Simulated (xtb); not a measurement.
# CH7ClSi2 (SMILES [SiH3]C[SiH2]Cl) at GFN2-xTB

Wanted: an optimisation with harmonic vibrations of CH7ClSi2. 

The results are computed with xtb 6.7.1 later snapshot.

3 further runs of the same task are left out: 3 set aside as unsound or not needed.

## Step 1: The molecule

CH7ClSi2 has 11 atoms, charge 0, and is taken as a singlet. As SMILES, `[SiH3]C[SiH2]Cl`. Geometry: a rough force-field guess. This is one conformer, not always the lowest. The run starts from this shape.

Bond lengths: Si1–C2 1.777 Å, C2–Si3 1.823 Å, Si3–Cl4 2.066 Å, Si1–H5 1.490 Å, Si1–H6 1.486 Å, Si1–H7 1.510 Å, C2–H8 1.136 Å, C2–H9 1.121 Å, Si3–H10 1.478 Å, Si3–H11 1.460 Å. Some angles: Si1–C2–Si3 109.5°, C2–Si3–Cl4 111.4°, Si1–C2–H8 112.7°, Si1–C2–H9 110.5°, Si3–C2–H8 109.7°, Si3–C2–H9 110.0°, C2–Si1–H5 113.3°, C2–Si1–H6 111.3°, C2–Si1–H7 110.5°, C2–Si3–H10 111.9°.

## Step 2: An optimisation with harmonic vibrations at GFN2-xTB

Input file .CHRG:

```
0
```

Input file .UHF:

```
0
```

Input file coord:

```
$coord
     -1.279155613759      2.505209923416      0.507580437074  si
      0.737560106441     -0.048188016178      1.339815822360  c
      0.575043659724     -2.483478072983     -1.090938891746  si
      2.698906851191     -1.513859598438     -4.220892271964  cl
     -0.553500781903      3.755641700081     -1.908434413260  h
     -1.230211707131      4.521925643617      2.461179304713  h
     -3.984487533773      1.617794535292      0.315773235425  h
      2.776196649688      0.563705302976      1.615526863943  h
      0.173476858241     -0.857746687968      3.214802083213  h
      1.712091868911     -4.885886895220     -0.234515012066  h
     -1.956055511600     -3.124284201844     -1.984401403470  h
$end
```

On the command line:

```
$ xtb coord --ohess --json > out.txt
```

**Question.** What will come out? Wanted: total energy at the end; dipole moment; HOMO energy; LUMO energy; HOMO–LUMO gap; dispersion energy; mean polarisability; lowest harmonic wavenumber; highest harmonic wavenumber.

Answer, from the run:

At GFN2-xTB:

```
                      quantity          value
       total energy at the end   -13.75818 Eh
                 dipole moment         2.03 D
                   HOMO energy      -10.93 eV
                   LUMO energy       -5.32 eV
                 HOMO–LUMO gap        5.61 eV
             dispersion energy  -21.07 kJ/mol
mean polarisability (D4 model)     84.7 bohr³
    lowest harmonic wavenumber        53 cm⁻¹
   highest harmonic wavenumber      2985 cm⁻¹
             zero-point energy   179.2 kJ/mol
```

**Reading.** At the final geometry: Bond lengths: Si1–C2 1.906 Å, C2–Si3 1.896 Å, Si3–Cl4 2.019 Å, Si1–H5 1.462 Å, Si1–H6 1.466 Å, Si1–H7 1.465 Å, C2–H8 1.091 Å, C2–H9 1.090 Å, Si3–H10 1.464 Å, Si3–H11 1.461 Å. Some angles: Si1–C2–Si3 116.1°, C2–Si3–Cl4 109.1°, Si1–C2–H8 108.5°, Si1–C2–H9 108.5°, Si3–C2–H8 109.0°, Si3–C2–H9 108.4°, C2–Si1–H5 110.4°, C2–Si1–H6 108.6°, C2–Si1–H7 108.9°, C2–Si3–H10 111.0°. All 27 modes are real, so the shape is a minimum at this level.
